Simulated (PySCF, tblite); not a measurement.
# C₄H₈NSi₂ radical: geometry, infrared bands and EPR parameters

Wanted: the infrared bands and EPR parameters of C₄H₈NSi₂ radical (`C#C[SiH2][Si](N)C=C`), by calculation.

Computed with tblite 0.8.0 and PySCF 2.14.0, with density-fitted response routines of our own, on a single molecule in the gas phase. Atoms are numbered from 0 throughout.

## Step 1: The starting structure

15 atoms, charge 0, multiplicity 2; geometry from: force field or distance geometry start.

Bonds of the start (Å): C0–C1 1.22, C1–Si2 1.80, Si2–Si3 2.16, Si3–N4 1.73, Si3–C5 1.79, C5–C6 1.35, C0–H7 1.06, Si2–H8 1.47, Si2–H9 1.49, N4–H10 1.05, N4–H11 1.03, C5–H12 1.12, C6–H13 1.07, C6–H14 1.09.

## Step 2: Relaxing the molecule with GFN2-xTB

Job settings and geometry (Å):

```
{"job": {"kind": "relax", "xc": "GFN2-xTB", "basis": "xTB"}, "charge": 0, "multiplicity": 2}
C      3.758800     0.152000     0.387500
C      2.722700    -0.196700    -0.160000
Si     1.205100    -0.721700    -0.975600
Si    -0.531500    -0.499200     0.292100
N     -1.360900    -1.888100     0.916900
C     -1.240200     1.128500     0.509400
C     -1.991700     1.772500    -0.409500
H      4.656900     0.454900     0.864500
H      1.285000    -2.080300    -1.522900
H      1.038100     0.220200    -2.121500
H     -1.830600    -2.404100     0.128200
H     -2.031700    -1.698900     1.680900
H     -1.082900     1.714200     1.446500
H     -2.377300     2.748900    -0.213000
H     -2.224300     1.305700    -1.362200
```

On the command line:

```
$ OMP_NUM_THREADS=1 python probes_run.py task.json out
```

This one command runs all jobs of the session in turn.

**Question.** This job is followed by: GFN2-xTB harmonic vibrations, gas phase; UKS B3LYP, pcH-1 on C H N Si, non-relativistic, mean-field spin-orbit, GIAO. What will the session give for the following? strongest single infrared mode (GFN2-xTB); zero-point energy (GFN2-xTB); g(iso) (B3LYP); ⟨S²⟩; largest a(iso) (averaged by class); surface potential, 1st and 99th percentile.

**Answer**, as computed:

| quantity | value |
| --- | --- |
| strongest single infrared mode (GFN2-xTB) | 2115 cm⁻¹, 418 km/mol |
| zero-point energy (GFN2-xTB) | 63.5 kcal/mol |
| g(iso) (B3LYP) | 2.00269 |
| ⟨S²⟩ | 0.757 (exact 0.75) |
| largest a(iso) (averaged by class) | 29Si on Si3, -382.1 MHz |
| surface potential, 1st and 99th percentile | -0.94 V and 1.80 V |

In words: Relaxing lowered the energy by 1.017 eV in 284 steps; the close pair that moved most is Si2–Si3, from 2.162 to 2.292 Å. No mode is imaginary among the 39: a minimum at this level. The strongest single mode, at 2115 cm⁻¹, moves mainly H9 and H8. GFN2-xTB is a fitted tight-binding method: band positions and strengths are rough. Its intensities can rank the bands wrongly. Si3 carries the largest spin population, 0.70 e. The isotropic g lies 0.4 ppt above the free-electron value.
